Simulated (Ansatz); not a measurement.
# BF₂HS (SMILES FB(F)S): single points off equilibrium

Aim: energy, forces and dipole at a structure displaced at random from a GFN2-xTB minimum, from CCSD(T) and from density functionals.

Program: Ansatz 0.2.0, Gaussian basis. Level of theory: single points in def2-TZVPP. These are calculated values, not measurements.

Correlated methods freeze the cores.

## 1. The starting structure

SMILES `FB(F)S`, 5 atoms, charge 0, spin multiplicity 1.

Atoms are counted from 1 here; the program's logs count them from 0.

Bond lengths: F1–B2 1.361 Å, B2–F3 1.315 Å, B2–S4 1.799 Å, S4–H5 1.343 Å. Angles: F1–B2–F3 116.1°, F1–B2–S4 121.4°, F3–B2–S4 122.5°, B2–S4–H5 95.5°.

Coordinates:

```xyz
5
BF2HS
F     0.51610   -1.78260    0.14720
B     0.06660   -0.49990    0.21160
F    -0.57690   -0.16750    1.30900
S     0.32510    0.65270   -1.14580
H    -0.28890    1.68900   -0.55230
```

## 2. CCSD(T)/def2-TZVPP

Contents of run/in.yaml:

```yaml
crystal:
  periodic: [false, false, false]
  atoms:
    - {symbol: F, position_ang: [0.516100, -1.782600, 0.147200]}
    - {symbol: B, position_ang: [0.066600, -0.499900, 0.211600]}
    - {symbol: F, position_ang: [-0.576900, -0.167500, 1.309000]}
    - {symbol: S, position_ang: [0.325100, 0.652700, -1.145800]}
    - {symbol: H, position_ang: [-0.288900, 1.689000, -0.552300]}
basis:
  gaussian: {orbitals: def2-TZVPP}
correlation: {method: ccsd_t}
output: {forces: true}
```

The command line of these runs was not kept.

## 3. PBE0-D4/def2-TZVPP

run/in.yaml, as its differences from that of step 2:

```diff
@@ -10,3 +10,3 @@
   gaussian: {orbitals: def2-TZVPP}
-correlation: {method: ccsd_t}
-output: {forces: true}
+hamiltonian: {xc: pbe0, dispersion: d4}
+output: {forces: true, orbitals: {seedname: orbitals}}
```

## 4. wB97M-V/def2-TZVPP

run/in.yaml, as its differences from that of step 3:

```diff
@@ -10,3 +10,3 @@
   gaussian: {orbitals: def2-TZVPP}
-hamiltonian: {xc: pbe0, dispersion: d4}
-output: {forces: true, orbitals: {seedname: orbitals}}
+hamiltonian: {xc: {name: wB97M-V}}
+output: {forces: true}
```

## 5. r2SCAN-D4/def2-TZVPP

run/in.yaml, as its differences from that of step 4:

```diff
@@ -10,3 +10,3 @@
   gaussian: {orbitals: def2-TZVPP}
-hamiltonian: {xc: {name: wB97M-V}}
+hamiltonian: {xc: r2scan, dispersion: d4}
 output: {forces: true}
```

## 6. PBE-D4/def2-TZVPP

run/in.yaml, as its differences from that of step 5:

```diff
@@ -10,3 +10,3 @@
   gaussian: {orbitals: def2-TZVPP}
-hamiltonian: {xc: r2scan, dispersion: d4}
+hamiltonian: {xc: pbe, dispersion: d4}
 output: {forces: true}
```

## 7. LC-wPBE/def2-TZVPP

run/in.yaml, as its differences from that of step 6:

```diff
@@ -10,3 +10,3 @@
   gaussian: {orbitals: def2-TZVPP}
-hamiltonian: {xc: pbe, dispersion: d4}
+hamiltonian: {xc: {name: LC-wPBE}}
 output: {forces: true}
```

## 8. BHLYP-D4/def2-TZVPP

run/in.yaml, as its differences from that of step 7:

```diff
@@ -10,3 +10,3 @@
   gaussian: {orbitals: def2-TZVPP}
-hamiltonian: {xc: {name: LC-wPBE}}
+hamiltonian: {xc: {name: BHLYP}, dispersion: d4}
 output: {forces: true}
```

(Steps that only read results are left out.)

**Question.** What will these runs give? Wanted: energy less free atoms, CCSD(T)/def2-TZVPP; RMS force component; RMS force error; HOMO and LUMO, PBE0-D4; T1 diagnostic.

As calculated:

| quantity | value |
| --- | --- |
| energy less free atoms, CCSD(T)/def2-TZVPP | -2002.0 kJ/mol |
| RMS force component | 0.498 to 0.733 eV/Å over the methods |
| RMS force error | PBE0-D4 0.088, wB97M-V 0.049, r2SCAN-D4 0.061, PBE-D4 0.259, LC-wPBE 0.112, BHLYP-D4 0.282 eV/Å |
| HOMO and LUMO, PBE0-D4 | -8.54 and -0.01 eV |
| T1 diagnostic | 0.013 |

**Reading.** Against CCSD(T) the functionals' energies less atoms differ by -120.6 to +33.4 kJ/mol, PBE-D4 by -120.6 kJ/mol. A larger basis would deepen the CCSD(T) value, while the functionals are nearly converged already, so the order here is not reliable. On forces the order runs from wB97M-V to BHLYP-D4. Frozen-core CCSD(T) forces in triple zeta carry basis errors of their own, and this is one geometry, so small gaps rank nothing.
